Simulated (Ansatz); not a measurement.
# Sc: the cost of one run

Computed with Ansatz 0.2.0, driven from Python. The levels of theory stand in the script.

### Step 1. The system

Symmetry: P6_3/mmc, No. 194, hexagonal system. The conventional cell has a = 3.309 Å, b = 3.309 Å, c = 5.273 Å, α = 90.00°, β = 90.00°, γ = 120.00°. Around Sc (site symmetry -6m2) lie 12 Sc at 3.26 to 3.31 Å.

No structure file is read: the coordinates are typed or built in the script.

### Step 2. The code

Input file sc_lattice.py:

```python
import warnings

import ansatz as az
import numpy as np

def edges_and_angles(cell):
    cell = np.asarray(cell)
    a, b, c = np.linalg.norm(cell, axis=1)
    cosines = cell[1] @ cell[2] / (b * c), cell[0] @ cell[2] / (a * c), cell[0] @ cell[1] / (a * b)
    return (a, b, c, *np.degrees(np.arccos(cosines)))

warnings.simplefilter('ignore', az.DeckWarning)

lattice = az.Lattice.of(
    (3.309, 0.0, 0.0),
    (-1.6545, 2.865678, 0.0),
    (0.0, 0.0, 5.2733),
)
sites = [
    ('Sc', (1 / 3, 2 / 3, 0.25)),
    ('Sc', (2 / 3, 1 / 3, 0.75)),
]
cell = az.Crystal(lattice=lattice)
for symbol, position in sites:
    cell = cell.atom(symbol, position)

calculation = cell.calculation()
calculation = calculation.basis(510).kpoints(11, 11, 6, center='gamma')
calculation = calculation.occupations('cold', width=0.1)
calculation = calculation.relax(cell=True)

levels = [('r2scan', 'none'), ('pbe', 'd3bj'), ('pbe', 'd4')]
print('level            a       b       c    alpha   beta  gamma  V/atom  steps')
for name, dispersion in levels:
    seen = []
    run = calculation.functional(name, dispersion=dispersion).session().plan()
    outcome = run.execute(on_event=lambda e: seen.append(e) if e['event'] == 'relax_step' else None)
    cell = outcome.lattice.cell_ang
    label = name if dispersion == 'none' else f'{name}+{dispersion}'
    print('{:13s} {:7.4f} {:7.4f} {:7.4f} {:6.2f} {:6.2f} {:6.2f}'.format(label, *edges_and_angles(cell)), f'{abs(np.linalg.det(cell)) / len(outcome.lattice.sites):7.3f} {len(seen):5d}')
```

### Step 3. The calls as engine input

The engine receives this input (first run):

```yaml
crystal:
  lattice:
    - [3.309, 0.0, 0.0]
    - [-1.6545, 2.865678, 0.0]
    - [0.0, 0.0, 5.2733]
  atoms:
    - { symbol: Sc, position: [0.3333333333333333, 0.6666666666666666, 0.25] }
    - { symbol: Sc, position: [0.6666666666666666, 0.3333333333333333, 0.75] }
basis:
  ecutwfc: 510.0
kpoints:
  mp_grid:
    grid: [11, 11, 6]
    shift: [0.0, 0.0, 0.0]
hamiltonian:
  xc: r2scan
  dispersion: none
scf:
  occupations:
    method: cold
    width: 0.1
relax:
  cell: {}
```

### Step 4. Launch

Launch:

```bash
python sc_lattice.py
```

**Question.** How long does this script take on 1 thread of Intel Xeon 6975P-C (Granite Rapids), shared host, and how much memory does it need?

About 21 s, with a peak of 0.57 GiB.
